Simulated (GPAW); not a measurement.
# InO in GPAW: band structure with LDA

Aim: the band structure of InO with LDA.

Program: GPAW 26.7.0. These are calculated values, not measurements. Logs are shortened: lines on timing, memory, paths and dates and some standing lists are left out, and cuts for length are marked. The log counts tension as positive stress, the text compression.

### 1 Starting point

The cell holds a slab with vacuum, 4 atoms: a = 3.454 Å, b = 3.454 Å, c = 15.877 Å, α = 90.00°, β = 90.00°, γ = 120.00°.

### 2 Band structure, LDA

File run.py:

```python
from ase import Atoms
from ase.dft.bandgap import bandgap
from ase.io import write
from ase.units import GPa
from ase.parallel import parprint
from gpaw import GPAW, PW

atoms = Atoms(['In', 'In', 'O', 'O'],
              cell=[[3.4536138013, 0.0, 0.0],
                    [-1.7268069007, 2.9909172868, 0.0],
                    [0.0, 0.0, 15.8771]],
              scaled_positions=[[0.6666666667, 0.3333333333, 0.409979],
                                [0.6666666667, 0.3333333333, 0.590021],
                                [0.0, 0.0, 0.360133],
                                [0.0, 0.0, 0.639867]],
              pbc=True)

calc = GPAW(mode=PW(800),
            xc='LDA',
            kpts={'size': (6, 6, 2), 'gamma': True},
            occupations={'name': 'fermi-dirac', 'width': 0.05},
            nbands=32,
            convergence={'density': 1e-05, 'energy': 1e-05},
            maxiter=150,
            txt='gpaw.txt')
atoms.calc = calc
energy = atoms.get_potential_energy()
forces = atoms.get_forces()
stress = atoms.get_stress()
calc.write('gs.gpw')
write('result.traj', atoms)
parprint(f'Energy: {energy:.6f} eV')
parprint('Forces (eV/A):')
parprint(forces.round(4))
parprint('Stress (GPa):', (stress / GPa).round(3))
parprint('Fermi level:', round(calc.get_fermi_level(), 4), 'eV')
parprint(f'Gap: {bandgap(calc)[0]:.4f} eV, direct: {bandgap(calc, direct=True)[0]:.4f} eV')

path = atoms.cell.bandpath('GMKGALHA,LM,KH', npoints=80, eps=1e-4)
bs_calc = calc.fixed_density(kpts=path, symmetry='off', nbands=58,
                             convergence={'bands': 'CBM+6.0', 'eigenstates': 1e-6}, txt='bands.txt')
bs = bs_calc.band_structure()
bs.write('bs.json')
parprint(f'Gap on the path: {bandgap(bs_calc)[0]:.4f} eV')
```

Potentials or basis: the program's PAW data sets (release 1.2.1) made for this functional, pw.

Command:

```bash
$ OMP_NUM_THREADS=1 mpirun -n 4 gpaw python run.py
```

gpaw.txt:

```text
__  _  _
 | _ |_)|_||  |
 |__||  | ||/\| - 26.7.0

Input parameters:
  mode=PW(ecut=800.0),
  convergence={'density': 1e-05, 'energy': 1e-05},
  kpts=MonkhorstPack(size=(6, 6, 2), gamma=True),
  maxiter=150,
  nbands=32,
  occupations=Occupations(name='fermi-dirac', width=0.05),
  xc=XC(name='LDA')

Diagonalizing LCAO Hamiltonian
Converting LCAO to pw mode

       O
            In

            In
       O

Atoms  # Å, Bohr magnetons
|   | symbol |        x |        y |         z |    initial magnetic moments |
|---|--------|----------|----------|-----------|-----------------------------|
| 0 |     In | 1.726807 | 0.996972 |  6.509278 | ( 0.0000,  0.0000,  0.0000) |
| 1 |     In | 1.726807 | 0.996972 |  9.367822 | ( 0.0000,  0.0000,  0.0000) |
| 2 |      O | 0.000000 | 0.000000 |  5.717868 | ( 0.0000,  0.0000,  0.0000) |
| 3 |      O | 0.000000 | 0.000000 | 10.159232 | ( 0.0000,  0.0000,  0.0000) |

Unit cell  # Å
| periodic |         x |        y |         z |   lengths |     angles |
|----------|-----------|----------|-----------|-----------|------------|
|      yes |  3.453614 | 0.000000 |  0.000000 |  3.453614 |  90.000000 |
|      yes | -1.726807 | 2.990917 |  0.000000 |  3.453614 |  90.000000 |
|      yes |  0.000000 | 0.000000 | 15.877100 | 15.877100 | 120.000000 |

Number of symmetries: 12
Symmetry operations  # r_c * U_cc + t_c -> r_c
|    | kind |            matrix            |
|----|------|------------------------------|
|  0 |  σ   |  1, 1, 0,  0,-1, 0,  0, 0, 1 |
|  1 |  C2  |  1, 1, 0,  0,-1, 0,  0, 0,-1 |
|  2 |  E   |  1, 0, 0,  0, 1, 0,  0, 0, 1 |
|  3 |  σ   |  1, 0, 0,  0, 1, 0,  0, 0,-1 |
|  4 |  C3  |  0, 1, 0, -1,-1, 0,  0, 0, 1 |
|  5 |  S3  |  0, 1, 0, -1,-1, 0,  0, 0,-1 |
|  6 |  σ   |  0,-1, 0, -1, 0, 0,  0, 0, 1 |
|  7 |  C2  |  0,-1, 0, -1, 0, 0,  0, 0,-1 |
|  8 |  σ   | -1, 0, 0,  1, 1, 0,  0, 0, 1 |
|  9 |  C2  | -1, 0, 0,  1, 1, 0,  0, 0,-1 |
| 10 |  C3  | -1,-1, 0,  1, 0, 0,  0, 0, 1 |
| 11 |  S3  | -1,-1, 0,  1, 0, 0,  0, 0,-1 |

BZ-sampling:
  Number of BZ points: 72
  Number of IBZ points: 14

  Monkhorst-Pack size: [6, 6, 2]
  Monkhorst-Pack shift: [0.08333333333333333, 0.08333333333333333, 0.25]

K-points  # in reciprocal-cell coordinates
|     |                                coordinates |     weight |
|-----|--------------------------------------------|------------|
|   0 | (  0.00000000,   0.00000000,   0.00000000) | 0.01388889 |
|   1 | (  0.00000000,   0.00000000,   0.50000000) | 0.01388889 |
|   2 | (  0.16666667,   0.00000000,   0.00000000) | 0.08333333 |
|   3 | (  0.16666667,   0.00000000,   0.50000000) | 0.08333333 |
|   4 | (  0.33333333,  -0.16666667,   0.00000000) | 0.08333333 |
|   5 | (  0.33333333,  -0.16666667,   0.50000000) | 0.08333333 |
|   6 | (  0.33333333,   0.00000000,   0.00000000) | 0.08333333 |
|   7 | (  0.33333333,   0.00000000,   0.50000000) | 0.08333333 |
|   8 | (  0.33333333,   0.33333333,   0.00000000) | 0.02777778 |
|   9 | (  0.33333333,   0.33333333,   0.50000000) | 0.02777778 |
| ... |                                            |            |
|  13 | (  0.50000000,   0.50000000,   0.50000000) | 0.04166667 |

Plane wave coefficients: 8490
Cutoff: 800.0 eV

Spin-components: 1 (collinear spins)
Bands:           32
Projectors:      22
Spin-degeneracy: 2
Datatype:        complex128

Parallelization:
  kpt:    4
  domain: 1
  band:   1

Density:
  Valence electrons: 38.0
  Components: 1
  Grid points: [ 24  24 105]
  Charge: 0.0  # |e|

Potential:
  Grid points: [ 24  24 105]

species:
  In:
    name:    Indium
    Z:       49.0
    valence: 13
    core:    36
    charge:  0.0  # [|e|]
    compensation charges:
      type: gauss
      rc: 0.36  # [Å]
      lmax: 2
    cutoffs:
      filter: 2.09  # [Å]
      core: 2.48  # [Å]
    projectors
    | kind |    occ | energy [eV] | rcut [Å] |
    |------|--------|-------------|----------|
    |   5s |  2.000 |      -8.474 |    1.185 |
    |   5p |  1.000 |      -2.700 |    1.244 |
    |   4d | 10.000 |     -18.723 |    1.148 |
    |    s |        |      18.738 |    1.185 |
    |    p |        |      24.512 |    1.244 |
    |    d |        |       8.489 |    1.148 |

    Using partial waves for In as LCAO basis

  O:
    name:    Oxygen
    Z:       8.0
    valence: 6
    core:    2
    charge:  0.0  # [|e|]
    compensation charges:
      type: gauss
      rc: 0.21  # [Å]
      lmax: 2
    cutoffs:
      filter: 1.17  # [Å]
      core: 0.83  # [Å]
    projectors
    | kind |    occ | energy [eV] | rcut [Å] |
    |------|--------|-------------|----------|
    |   2s |  2.000 |     -23.752 |    0.688 |
    |   2p |  4.000 |      -9.195 |    0.598 |
    |    s |        |       3.459 |    0.688 |
    |    p |        |      18.016 |    0.598 |
    |    d |        |       0.000 |    0.619 |

    Using partial waves for O as LCAO basis

Reference energy: -323724.396980  # eV

eigensolver:
  PPCG
  Converge bands: occupied
  niter=2

density mixing:
  MSR1-Mixer
  Pratt-step length: 0.05
  Maximum mixing coefficient: 0.75
  Old densities: 10
  SVD Regularization: 0.005
  Good broyden scale: 1.0
  Trust region scale: 1.0
  Backstep threshold: 4.0
  History deletion threshold: 6.0
  Fourier metric: weight=20.0, sigma=0.015

occupation numbers:
  Fermi-Dirac:
    width: 0.0500  # eV

poisson solver:
  ecut: 6400.0  # eV

xc functional:
  name: None

convergence criteria:
- Maximum integral of absolute [dens]ity change: 1e-05 electrons / valence electron
- Maximum [total energy] change in last 3 cyles: 1e-05 eV / valence electron
- Maximum integral of absolute [eigenst]ate change: 4e-08 eV^2 / valence electron
maximum number of iterations: 150

SCF iterations
|iter     | |      energy | eigst |  dens |
|---------|-|-------------|-------|-------|
|iter:   1| |  -26.597444 | -0.17 |       |
|iter:   2| |  -25.444128 | -1.46 | -0.96 |
|iter:   3| |  -23.155725 | -0.92 | -1.03 |
|iter:   4| |  -23.090722 | -2.52 | -1.50 |
|iter:   5| |  -23.063875 | -3.08 | -1.70 |
|iter:   6| |  -23.062388 | -3.81 | -2.40 |
|iter:   7| |  -23.062476 | -4.92 | -3.00 |
|iter:   8| |  -23.062449c| -6.12 | -3.73 |
|iter:   9| |  -23.062447c| -7.35 | -4.43 |
|iter:  10| |  -23.062448c| -7.82c| -5.11c|

Converged in 10 steps
Energy contributions relative to reference atoms: (reference = -323724.396980)

Energy contributions:
  Kinetic:          40.590166
  Coulomb:         -39.072734
  Zero:              0.480373
  External:          0.000000
  Xc:              -25.059093
  Entropy:          -0.002321
  Spinorbit:         0.000000
  ----------------------------
  Free energy:     -23.063608
  Extrapolated:    -23.062448

dipole moment: (-4.775300, -19.622589, 0.000001)  # |e|*Ang

Fermi level: -1.897
Eigenvalues  # (at kpt = [0.000, 0.000, 0.000])
| band index |      eig [eV] | occ [0-2] |
|------------|---------------|-----------|
|          0 |       -19.433 |     2.000 |
|        ... |               |           |
|         11 |       -14.829 |     2.000 |
|         12 |        -7.789 |     2.000 |
|         13 |        -4.943 |     2.000 |
|         14 |        -3.773 |     2.000 |
|         15 |        -3.773 |     2.000 |
|         16 |        -3.740 |     2.000 |
[... 8 lines left out ...]
|         25 |         7.152 |     0.000 |
|         26 |         7.152 |     0.000 |
|        ... |               |           |
|         31 |        10.821 |     0.000 |

Gap: 0.293 eV
Transition (v -> c):
  (s=0, k=8, n=18, [0.33, 0.33, 0.00]) -> (s=0, k=1, n=19, [0.00, 0.00, 0.50])
Direct/indirect transitions are different
Direct gap: 1.001 eV
Transition at: (s=0, k=1, n=18, [0.00, 0.00, 0.50])

Forces  # eV/Ang
|       x |        y |        z |
|---------|----------|----------|
| 0.00000 |  0.00000 | -0.20514 |  # In   0
| 0.00000 |  0.00000 |  0.20514 |  # In   1
| 0.00000 |  0.00000 |  0.61317 |  # O    2
| 0.00000 | -0.00000 | -0.61317 |  # O    3

Stress tensor  # eV/Ang^3
|        x |        y |        z |
|----------|----------|----------|
| 0.024594 | 0.000000 | 0.000000 |
| 0.000000 | 0.024594 | 0.000000 |
| 0.000000 | 0.000000 | 0.013274 |

# Writing to gs.gpw (mode='')
```

Wall time 3.8 min (4 MPI ranks of Intel Xeon at 2.50GHz (Skylake/Cascade Lake), shared host); peak memory 0.54 GiB.

What came out:

* Free energy: -23.0636 eV
* Largest force: 0.613 eV/Å
* Band gap on the k mesh: 0.29 eV, indirect (least direct gap 1.00 eV)
* Band gap along the path: 0.29 eV, indirect (least direct gap 1.00 eV)

Forces on the atoms (eV/Å):
```
In   0.000  0.000 -0.205
In   0.000  0.000  0.205
O    0.000  0.000  0.613
O    0.000  0.000 -0.613
```

Stress tensor (GPa, compression positive):
```
-3.94  0.00  0.00
 0.00 -3.94  0.00
 0.00  0.00 -2.13
```

Levels at the corners of the path, in eV from the valence-band top:
```tsv
point	band 17	band 18	band 19	band 20	band 21	band 22
Γ	-1.66	-1.66	-0.71	0.29	3.19	6.41
M	-2.51	-1.95	-0.22	2.34	4.01	5.29
K	-2.06	-1.79	0.00	3.39	4.51	4.83
Γ	-1.66	-1.66	-0.71	0.29	3.19	6.41
A	-1.66	-1.66	-0.71	0.29	3.19	6.24
L	-2.51	-1.95	-0.22	2.34	4.01	5.29
H	-2.06	-1.79	0.00	3.39	4.51	4.83
A	-1.66	-1.66	-0.71	0.29	3.19	6.24
L	-2.51	-1.95	-0.22	2.34	4.01	5.29
M	-2.51	-1.95	-0.22	2.34	4.01	5.29
K	-2.06	-1.79	0.00	3.39	4.51	4.83
H	-2.06	-1.79	0.00	3.39	4.51	4.83
```

Caveat: these data sets are soft for forces on short bonds; spin-orbit coupling is left out, which moves the levels of the heavy elements. Expect the measured gap to be larger: semilocal functionals such as LDA lack the derivative discontinuity.
